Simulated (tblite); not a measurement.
# C5H9BS: the cost of one run

Programs: tblite 0.8.0 and PySCF 2.14.0, with density-fitted response routines of our own. Each step states its level of theory. These are calculated values for one molecule in the gas phase, unless marked as measured. Atoms count from 0, in the outputs and in this text.

## 1. The starting structure

16 atoms, charge 0, multiplicity 1; geometry from: force field or distance geometry start.

Bonds of the start (Å): C0–C1 1.21, C1–B2 1.55, B2–C3 1.56, C3–C4 1.50, B2–S5 1.88, S5–C6 1.83, C0–H7 1.08, C3–H8 1.11, C3–H9 1.12, C4–H10 1.12, C4–H11 1.10, C4–H12 1.13, C6–H13 1.12, C6–H14 1.11, C6–H15 1.10.

## 2. Optimising the geometry with GFN2-xTB

What the job is given:

```
{"job": {"kind": "relax", "xc": "GFN2-xTB", "basis": "xTB"}, "charge": 0, "multiplicity": 1}
C     -0.835900     3.003600     0.039000
C     -0.423800     1.874100     0.137600
B      0.152300     0.440400     0.282900
C     -0.732500    -0.806100    -0.046700
C     -2.208100    -0.567100     0.006600
S      1.831100     0.144300     1.077300
C      2.913300    -0.750500    -0.100900
H     -1.227600     4.003800    -0.056500
H     -0.471400    -1.154500    -1.069900
H     -0.468600    -1.604200     0.693800
H     -2.633700    -0.195400    -0.956500
H     -2.513100     0.027100     0.885100
H     -2.695000    -1.570900     0.178000
H      3.666400    -1.390500     0.417900
H      2.220400    -1.376300    -0.701000
H      3.418700    -0.068900    -0.798000
```

Run with:

```bash
OMP_NUM_THREADS=1 python probes_run.py task.json out
```

One launch serves the whole session: the jobs run in the order shown.

Q: Estimate the wall time and peak memory of this first job on 1 thread of Arm Neoverse N1, shared host.

About 1.3 s, with a peak of 0.18 GiB.
